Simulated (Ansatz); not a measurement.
**InH4 (quartet): from Hartree-Fock to the top rungs, def2-TZVPD**

The task here is to estimate one member of a computed series from the others.

Computed with Ansatz 0.2.0, Gaussian basis. Level: def2-TZVPD, core rule «outside noble gas», up to 9 orbitals frozen.

The runs, in order: UHF; CCSD(T) on ROHF; CCSD(T) on UHF; BCCD(T) on ROHF; CCSDT(Q) on ROHF; CCSDT(Q) on UHF; CASSCF and MRCISD+Q, 7 electrons in 8 orbitals; CASSCF and NEVPT2, 7 electrons in 8 orbitals.

2 further runs of the same task are left out: 2 set aside as unsound or not needed.

## The system

The geometry is a PBE0/def2-TZVPD stationary point (not a proven minimum) of the parent state, kept for this charge and spin. No spin-orbit coupling is included. Elements past krypton take def2 core potentials.

5 atoms, charge 0, spin multiplicity 4.

Atoms are counted from 1 here; the program's logs count them from 0.

Bond lengths: In1–H2 1.786 Å, In1–H3 1.786 Å, In1–H4 1.786 Å, In1–H5 1.786 Å. Angles: H2–In1–H3 90.0°, H2–In1–H4 180.0°, H2–In1–H5 90.0°, H3–In1–H4 90.0°, H3–In1–H5 180.0°, H4–In1–H5 90.0°.

Coordinates:

```
In    0.00000    0.00000    0.00000
H     1.26310    0.00000    1.26310
H    -1.26310    0.00000    1.26310
H    -1.26310    0.00000   -1.26310
H     1.26310    0.00000   -1.26310
```

The first run:

The input, in.yaml:

```yaml
crystal:
  periodic: [false, false, false]
  atoms:
    - {symbol: In, position_ang: [0.000000, 0.000000, 0.000000]}
    - {symbol: H, position_ang: [1.263100, 0.000000, 1.263100]}
    - {symbol: H, position_ang: [-1.263100, 0.000000, 1.263100]}
    - {symbol: H, position_ang: [-1.263100, 0.000000, -1.263100]}
    - {symbol: H, position_ang: [1.263100, 0.000000, -1.263100]}
basis:
  gaussian: {orbitals: def2-TZVPD}
magnetization: {spin_polarized: true, initial_magnetization: 3}
hamiltonian: {xc: hf}
output: {orbitals: {seedname: orbitals}}
```

Command:

```console
ansatz run in.yaml --threads 1 --pin off --events-out ev --progress --plain --max-ram 4096MiB --backend cpu
```

Steps of the session up to this table: UHF; CCSD(T) on ROHF; CCSD(T) on UHF; BCCD(T) on ROHF; CCSDT(Q) on ROHF; CCSDT(Q) on UHF; CASSCF and MRCISD+Q, 7 electrons in 8 orbitals; CASSCF and NEVPT2, 7 electrons in 8 orbitals.

One of the session's tables, all rows but one given; the rest of the session is left out.

| method | from UCCSDT(Q) (meV) |
| --- | --- |
| ROHF | +2984.0 |
| UHF | +2889.9 |
| RMP2 | +820.9 |
| UMP2 | +789.0 |
| RCCSD | +138.6 |
| UCCSD | +119.4 |
| RCCSD(T) | +49.5 |
| UCCSD(T) | +32.4 |
| BCCD(T) | +49.0 |
| RCCSDT | +20.6 |
| UCCSDT | +3.4 |
| RCCSDT(Q) | +17.2 |
| UCCSDT(Q) | 0 |
| CASSCF valence | +1794.3 |
| NEVPT2 valence | ? |
| MRCISD valence | +113.2 |
| MRCISD+Q valence | +33.9 |

**Question.** Estimate the row for NEVPT2 valence.

As computed: from UCCSDT(Q) (meV): +510.8. In the column «from UCCSDT(Q) (meV)» it lies between RCCSD (+138.6) and UMP2 (+789.0).

Some runs used a GPU and others CPU threads alone; cost is compared among the CPU runs only.

Limits of these values: Of the multireference levels listed MRCISD+Q valence comes nearest in total energy (+33.9 meV), which doesn't show that its space is the better one. Restricted and unrestricted rows rest on different reference determinants; where their highest levels disagree by more than a few hundredths of an eV, they describe different states and don't form one ladder.
